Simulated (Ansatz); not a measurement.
**CH4AlClOSi: a ladder of functionals and wavefunction methods**

One table from this session's results is given with a row withheld; the runs are named, their logs left out.

Program: Ansatz 0.2.0, Gaussian basis. Level of theory: functionals in def2-TZVPP, the program's frozen cores in correlated methods. These are calculated values, not measurements.

Levels to be run: LDA (SPW92), PBE-D4, revPBE-D4, BLYP-D4, r2SCAN-D4, B97M-V, PBE0-D4, B3LYP-D4, r2SCANh-D4, r2SCAN0-D4, HSE06-D4, BHLYP-D4, CAM-B3LYP-D4, LC-ωPBE, ωB97X-V, ωB97M-V, B2PLYP, PBE-QIDH; CCSD(T)/def2-SVP; CCSD(T)/def2-TZVPP; MP2/def2-QZVPP; extrapolation to the limit; RPA on PBE.

## The geometry

The geometry comes from an earlier relaxation with PBE0-D4 in a triple-zeta def2 set; it is a stationary point, not always the lowest conformer.

9 atoms, charge 0, spin multiplicity 1.

Atoms are counted from 1 here; the program's logs count them from 0.

Bond lengths: Al1–C2 1.941 Å, Al1–H6 1.586 Å, Al1–H7 1.583 Å, C2–O3 1.527 Å, C2–Si4 1.810 Å, C2–H8 1.093 Å, O3–Si4 1.634 Å, Si4–Cl5 2.029 Å, Si4–H9 1.471 Å. Angles: C2–Al1–H6 118.1°, C2–Al1–H7 119.2°, H6–Al1–H7 122.6°, Al1–C2–O3 118.0°, Al1–C2–Si4 123.0°, Al1–C2–H8 120.1°, O3–C2–Si4 57.9°, O3–C2–H8 110.0°, Si4–C2–H8 111.8°, C2–O3–Si4 69.8°, C2–Si4–O3 52.3°, C2–Si4–Cl5 121.7°, C2–Si4–H9 125.9°, O3–Si4–Cl5 118.1°, O3–Si4–H9 118.3°, Cl5–Si4–H9 109.0°.

Geometry (Å):

```xyz
9

Al    1.0895    0.4495    1.4370
C    -0.4883    0.3024    0.3157
O    -1.1038   -1.0818    0.1221
Si   -0.4835   -0.5369   -1.2883
Cl   -1.7745   -0.0191   -2.7652
H     1.5402    1.8964    1.9055
H     1.9327   -0.8518    1.7580
H    -1.2762    1.0576    0.3764
H     0.6525   -1.2626   -1.8784
```

The first run:

in.yaml

```yaml
crystal:
  periodic: [false, false, false]
  atoms:
    - {symbol: Al, position_ang: [1.089453, 0.449479, 1.436989]}
    - {symbol: C, position_ang: [-0.488294, 0.302370, 0.315720]}
    - {symbol: O, position_ang: [-1.103850, -1.081794, 0.122120]}
    - {symbol: Si, position_ang: [-0.483466, -0.536892, -1.288317]}
    - {symbol: Cl, position_ang: [-1.774521, -0.019141, -2.765224]}
    - {symbol: H, position_ang: [1.540184, 1.896441, 1.905465]}
    - {symbol: H, position_ang: [1.932651, -0.851769, 1.757992]}
    - {symbol: H, position_ang: [-1.276189, 1.057567, 0.376417]}
    - {symbol: H, position_ang: [0.652535, -1.262564, -1.878363]}
basis:
  gaussian: {orbitals: def2-TZVPP}
hamiltonian: {xc: lda}
output: {orbitals: {seedname: orbitals}}
```

Command:

```
ansatz run in.yaml --threads 4 --pin off --events-out ev --progress --plain --max-ram 10444MiB
```

Among the steps run: LDA; PBE-D4 (GGA); revPBE-D4 (GGA); BLYP-D4 (GGA); r2SCAN-D4 (meta-GGA); B97M-V (meta-GGA); B3LYP-D4 (hybrid); r2SCANh-D4 (hybrid); r2SCAN0-D4 (hybrid); HSE06-D4 (hybrid); BHLYP-D4 (hybrid); CAM-B3LYP-D4 (range-separated); LC-ωPBE (range-separated); ωB97X-V (range-separated); ωB97M-V (range-separated); B2PLYP (double hybrid); PBE-QIDH (double hybrid).

One table of the session follows, with a row left open; its other results are not shown here.

It belongs to the step «Frontier levels by functional». 

| functional | HOMO (eV) | LUMO (eV) | gap (eV) |
| --- | --- | --- | --- |
| LDA (SPW92) | -6.36 | -2.68 | 3.69 |
| PBE-D4 | -6.20 | -2.42 | 3.78 |
| revPBE-D4 | -6.14 | -2.31 | 3.83 |
| BLYP-D4 | -6.07 | -2.31 | 3.76 |
| r2SCAN-D4 | -6.45 | -2.11 | 4.34 |
| B97M-V | -6.56 | -2.31 | 4.25 |
| PBE0-D4 | -7.49 | -1.65 | 5.84 |
| B3LYP-D4 | -7.26 | -1.86 | 5.40 |
| r2SCANh-D4 | -6.94 | -1.85 | 5.09 |
| r2SCAN0-D4 | -7.66 | -1.47 | 6.19 |
| HSE06-D4 | ? | ? | ? |
| BHLYP-D4 | -8.65 | -0.88 | 7.77 |
| CAM-B3LYP-D4 | -8.83 | -0.74 | 8.09 |
| LC-ωPBE | -10.17 | 0.36 | 10.54 |
| ωB97X-V | -9.82 | 0.24 | 10.06 |
| ωB97M-V | -9.69 | -0.03 | 9.66 |

Q: Estimate the row for HSE06-D4 from the others.

As computed: HOMO (eV): -7.09; LUMO (eV): -2.02; gap (eV): 5.08. In the column «HOMO (eV)» it lies between B3LYP-D4 (-7.26) and r2SCANh-D4 (-6.94).
